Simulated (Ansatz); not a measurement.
# C3H9AlSi: one species, many methods

One table from this session's results is given with a row withheld; the runs are named, their logs left out.

Method: functionals in def2-TZVPP, the program's frozen cores in correlated methods; program: Ansatz 0.2.0, Gaussian basis.

The runs, in order: LDA (SPW92), PBE-D4, revPBE-D4, BLYP-D4, r2SCAN-D4, B97M-V, PBE0-D4, B3LYP-D4, r2SCANh-D4, r2SCAN0-D4, HSE06-D4, BHLYP-D4, CAM-B3LYP-D4, LC-ωPBE, ωB97X-V, ωB97M-V, B2PLYP, PBE-QIDH; CCSD(T)/def2-SVP; CCSD(T)/def2-TZVPP; MP2/def2-QZVPP; extrapolation to the limit; RPA on PBE.

## The geometry

All runs share one geometry, relaxed beforehand with PBE0-D4 in a triple-zeta def2 set.

SMILES `C=C(C)[SiH2][AlH2]`, 14 atoms, charge 0, spin multiplicity 1.

Atoms are counted from 1 here; the program's logs count them from 0.

Bond lengths: C1–C2 1.332 Å, C1–H6 1.085 Å, C1–H7 1.089 Å, C2–C3 1.499 Å, C2–Si4 1.877 Å, C3–H8 1.095 Å, C3–H9 1.093 Å, C3–H10 1.095 Å, Si4–Al5 2.460 Å, Si4–H11 1.498 Å, Si4–H12 1.492 Å, Al5–H13 1.592 Å, Al5–H14 1.591 Å. Angles: C2–C1–H6 122.1°, C2–C1–H7 121.4°, H6–C1–H7 116.4°, C1–C2–C3 121.9°, C1–C2–Si4 120.1°, C3–C2–Si4 117.9°, C2–C3–H8 111.3°, C2–C3–H9 111.6°, C2–C3–H10 110.9°, H8–C3–H9 108.2°, H8–C3–H10 106.5°, H9–C3–H10 108.2°, C2–Si4–Al5 111.3°, C2–Si4–H11 109.0°, C2–Si4–H12 108.9°, Al5–Si4–H11 108.1°, Al5–Si4–H12 112.1°, H11–Si4–H12 107.3° and more.

Geometry (Å):

```tsv
atom	x (Å)	y (Å)	z (Å)
C1	-0.3703	1.5937	1.2650
C2	0.0532	0.4252	0.7850
C3	1.4742	-0.0265	0.9392
Si4	-1.1253	-0.6874	-0.1622
Al5	-0.4507	-0.9028	-2.5183
H6	-1.3994	1.9219	1.1606
H7	0.3027	2.2689	1.7904
H8	1.9423	-0.2041	-0.0349
H9	2.0745	0.7121	1.4764
H10	1.5267	-0.9734	1.4862
H11	-1.1083	-2.0521	0.4545
H12	-2.5116	-0.1553	-0.0211
H13	1.0789	-0.7231	-2.9231
H14	-1.5001	-1.2265	-3.6689
```

Set-up of the first run:

File in.yaml:

```yaml
crystal:
  periodic: [false, false, false]
  atoms:
    - {symbol: C, position_ang: [-0.370317, 1.593729, 1.264991]}
    - {symbol: C, position_ang: [0.053191, 0.425194, 0.785007]}
    - {symbol: C, position_ang: [1.474242, -0.026497, 0.939240]}
    - {symbol: Si, position_ang: [-1.125333, -0.687365, -0.162223]}
    - {symbol: Al, position_ang: [-0.450713, -0.902806, -2.518293]}
    - {symbol: H, position_ang: [-1.399353, 1.921945, 1.160569]}
    - {symbol: H, position_ang: [0.302671, 2.268910, 1.790399]}
    - {symbol: H, position_ang: [1.942309, -0.204101, -0.034901]}
    - {symbol: H, position_ang: [2.074550, 0.712118, 1.476401]}
    - {symbol: H, position_ang: [1.526747, -0.973370, 1.486229]}
    - {symbol: H, position_ang: [-1.108341, -2.052058, 0.454497]}
    - {symbol: H, position_ang: [-2.511586, -0.155290, -0.021074]}
    - {symbol: H, position_ang: [1.078895, -0.723131, -2.923104]}
    - {symbol: H, position_ang: [-1.500062, -1.226480, -3.668941]}
basis:
  gaussian: {orbitals: def2-TZVPP}
hamiltonian: {xc: lda}
output: {orbitals: {seedname: orbitals}}
```

Started as:

```sh
> ansatz run in.yaml --threads 4 --pin off --events-out ev --progress --plain --max-ram 10444MiB
```

Among the steps run: LDA; PBE-D4 (GGA); revPBE-D4 (GGA); BLYP-D4 (GGA); r2SCAN-D4 (meta-GGA); B97M-V (meta-GGA); B3LYP-D4 (hybrid); r2SCANh-D4 (hybrid); r2SCAN0-D4 (hybrid); HSE06-D4 (hybrid); BHLYP-D4 (hybrid); CAM-B3LYP-D4 (range-separated); LC-ωPBE (range-separated); ωB97X-V (range-separated); ωB97M-V (range-separated); B2PLYP (double hybrid); PBE-QIDH (double hybrid).

One of the session's tables, all rows but one given; the rest of the session is left out.

It belongs to the step «Orbital energies across the functionals». 

```
  functional  HOMO (eV)  LUMO (eV)  gap (eV)
 LDA (SPW92)      -6.07      -2.98      3.08
      PBE-D4      -5.96      -2.76      3.20
   revPBE-D4      -5.92      -2.65      3.26
     BLYP-D4      -5.82      -2.63      3.19
   r2SCAN-D4      -6.16      -2.51      3.65
      B97M-V      -6.23      -2.73      3.51
     PBE0-D4      -6.98      -2.00      4.99
    B3LYP-D4      -6.79      -2.18      4.61
  r2SCANh-D4      -6.54      -2.25      4.29
  r2SCAN0-D4      -7.11      -1.86      5.25
    HSE06-D4      -6.59      -2.36      4.23
    BHLYP-D4          ?          ?         ?
CAM-B3LYP-D4      -8.22      -1.04      7.17
     LC-ωPBE      -9.51       0.03      9.54
     ωB97X-V      -9.18      -0.09      9.09
     ωB97M-V      -8.99      -0.38      8.61
```

**Question.** Estimate the row for BHLYP-D4.

Worked estimate for «HOMO (eV)». Against the share of exact exchange, BLYP-D4 (0, -5.82), B3LYP-D4 (0.2, -6.79) give a slope of -4.85 per unit share; at 0.5 the line stands at -8.24.

As computed: HOMO (eV): -7.89; LUMO (eV): -1.20; gap (eV): 6.69. In «HOMO (eV)» the line misses by -0.35.
